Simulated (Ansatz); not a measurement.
**Cl3GeH3Si: ladder of methods at one geometry in Python**

How do the methods compare on Cl3GeH3Si, in result and in cost? The task is a ladder of methods at one geometry, for Cl3GeH3Si.

Program: the Python package of Ansatz 0.2.0. The levels of theory stand in the script. These are calculated values, not measurements.

### Step 1. The structure

Bond lengths: Cl1–Ge2 2.185 Å, Ge2–Si3 2.286 Å, Si3–Cl4 2.156 Å, Si3–Cl5 2.102 Å, Ge2–H6 1.548 Å, Ge2–H7 1.553 Å, Si3–H8 1.465 Å. Angles: Cl1–Ge2–Si3 107.9°, Cl1–Ge2–H6 111.0°, Cl1–Ge2–H7 110.8°, Si3–Ge2–H6 109.0°, Si3–Ge2–H7 108.3°, H6–Ge2–H7 109.7°, Ge2–Si3–Cl4 111.2°, Ge2–Si3–Cl5 110.6°, Ge2–Si3–H8 112.4°, Cl4–Si3–Cl5 107.4°, Cl4–Si3–H8 107.1°, Cl5–Si3–H8 107.8°.

The script holds or builds the structure itself.

### Step 2. The script

Contents of methods_cl3geh3si.py:

```python
"""One geometry of Cl3GeH3Si, method by method."""

from pathlib import Path

import ansatz
import numpy as np

cl3geh3si = (
    ansatz.Crystal.molecule()
    .atom("Cl", (-1.869, -1.4001, 1.4676))
    .atom("Ge", (-1.1702, 0.1563, 0.1022))
    .atom("Si", (1.0601, -0.183, -0.2644))
    .atom("Cl", (2.1789, -0.0711, 1.5757))
    .atom("Cl", (1.8293, 1.2847, -1.558))
    .atom("H", (-1.9195, 0.085, -1.25))
    .atom("H", (-1.3535, 1.5646, 0.7296))
    .atom("H", (1.3362, -1.4935, -0.8584))
)

calculation = cl3geh3si.calculation().basis(gaussian="def2-SVP")

print("functional    E (Ha)        dipole (D)   HOMO (eV)  LUMO (eV)")
for name in ["cam_b3lyp", "revpbe", "hse06", "b3lyp", "pbe0"]:
    rep = calculation.functional(name).forces().orbitals().run(threads=1, runs_dir="runs").report
    lines = Path(rep["orbitals_path"]).read_text().splitlines()
    field_of = lambda key: [line.split("=")[1].strip() for line in lines if line.startswith(key)]
    orbitals = [(27.211386 * float(e), s, float(n)) for e, s, n in zip(field_of("Ene="), field_of("Spin="), field_of("Occup="))]
    homo = max(e for e, _, n in orbitals if n > 0.5)
    lumo = min(e for e, _, n in orbitals if n < 0.5)
    dipole = 4.803205 * np.linalg.norm(rep["charge_distribution"]["dipole_moment_e_ang"])
    print(f"{name:10s} {rep['free_energy_ev'] / 27.211386246:14.6f} {dipole:9.3f} {homo:11.3f} {lumo:10.3f}")
```

### Step 3. The run

On the command line:

```sh
$ python methods_cl3geh3si.py
```

The program printed:

```text
functional    E (Ha)        dipole (D)   HOMO (eV)  LUMO (eV)
cam_b3lyp    -3748.402477     1.826      -9.590     -0.281
revpbe       -3747.767197     1.671      -7.048     -2.194
hse06        -3747.383844     1.838      -7.984     -1.852
b3lyp        -3748.350395     1.731      -8.070     -1.567
pbe0         -3747.412833     1.846      -8.380     -1.479
```

It took 37 s on 1 thread of Arm Neoverse V1, shared host; peak memory 0.44 GiB.

Lines on the test bed's own set-up are left out of the output.

### Step 4. Run by run

One row for each of the 5 runs:

| run | functional | energy (eV) | SCF cycles | CPU time (s) |
| --- | --- | --- | --- | --- |
| 1 | cam_b3lyp | -101999.2276 | 17 | 8.6 |
| 2 | revpbe | -101981.9408 | 16 | 4.6 |
| 3 | hse06 | -101971.5092 | 16 | 8.4 |
| 4 | b3lyp | -101997.8104 | 16 | 7.3 |
| 5 | pbe0 | -101972.2980 | 16 | 7.5 |

Totals under unlike functionals or potentials can't be compared directly.

The fields below are those of run 1.

### Step 5. Orbitals and fields

Orbitals, density, ELF and potential are computed afterwards from the orbital file.

Frontier orbitals at CAM-B3LYP/def2-SVP, with the share of their density that lies nearest to each atom:

| orbital | energy (eV) | lies on |
| --- | --- | --- |
| HOMO-1 | -10.34 | Cl1 77 %; H6, H7 about 10 % each |
| HOMO | -9.59 | Cl1 24 %; Cl4 18 %; Ge2 14 % |
| LUMO | -0.28 | Ge2 25 %; Cl1 21 %; Si3 19 % |

ELF in a plane through or near 2 of the atoms.

Values, 10 rows by 14 columns:
```
0.00 0.00 0.00 0.00 0.00 0.00 0.00 0.00 0.00 0.00 0.00 0.00 0.00 0.00
0.00 0.00 0.03 0.15 0.25 0.13 0.00 0.00 0.00 0.01 0.00 0.00 0.00 0.00
0.00 0.04 0.47 0.72 0.84 0.69 0.10 0.01 0.54 0.90 0.79 0.12 0.00 0.00
0.00 0.16 0.71 0.89 0.84 0.69 0.10 0.08 0.92 1.00 0.99 0.50 0.01 0.00
0.00 0.03 0.42 0.58 0.66 0.37 0.45 0.59 0.18 0.42 0.72 0.11 0.00 0.00
0.00 0.00 0.01 0.05 0.27 0.56 0.14 0.81 0.17 0.17 0.45 0.35 0.09 0.00
0.00 0.00 0.02 0.12 0.25 0.32 0.16 0.11 0.43 0.75 0.21 0.89 0.56 0.02
0.00 0.00 0.07 0.32 0.45 0.31 0.05 0.03 0.72 0.85 0.23 0.85 0.48 0.01
0.00 0.00 0.00 0.09 0.23 0.16 0.01 0.00 0.40 0.63 0.60 0.37 0.08 0.00
0.00 0.00 0.00 0.00 0.00 0.00 0.00 0.00 0.00 0.02 0.03 0.01 0.00 0.00
```
The map spans 9.6 Å across and 8.6 Å up, centred on the molecule. Atoms in the plane (x, y in Å): Cl1 (2.2, -1.6), Si3 (-1.1, -0.1).

On the surface of density 0.002 e/bohr³ the electrostatic potential runs, from the 1st to the 99th percentile, from -0.45 V near Cl4 to 1.81 V near H8.

### Step 6. What came out

| quantity | value |
| --- | --- |
| runs compared | 5 |
| HOMO-LUMO gap of the mean field (CAM-B3LYP/def2-SVP) | 9.31 eV |

**Reading.** All 5 runs converged (16 to 17 cycles). The geometry is a force-field or estimated start, not a minimum of this method, and the basis set is short of its limit. A lower total doesn't mark the better method: functionals have no common bound, and MP2 and coupled cluster aren't variational. b3lyp holds the VWN-RPA fit, as in Gaussian; the form of ORCA and Turbomole is b3lyp5. Levels such as HOMO and LUMO are orbital energies: with these approximate functionals they aren't the ionisation energy and electron affinity, and their gap isn't the fundamental gap. hse06 follows the composition of plane-wave codes, whose totals differ by tens of mHa, up to about 0.1 Ha, from the form usual in Gaussian-basis programs (wpbeh).
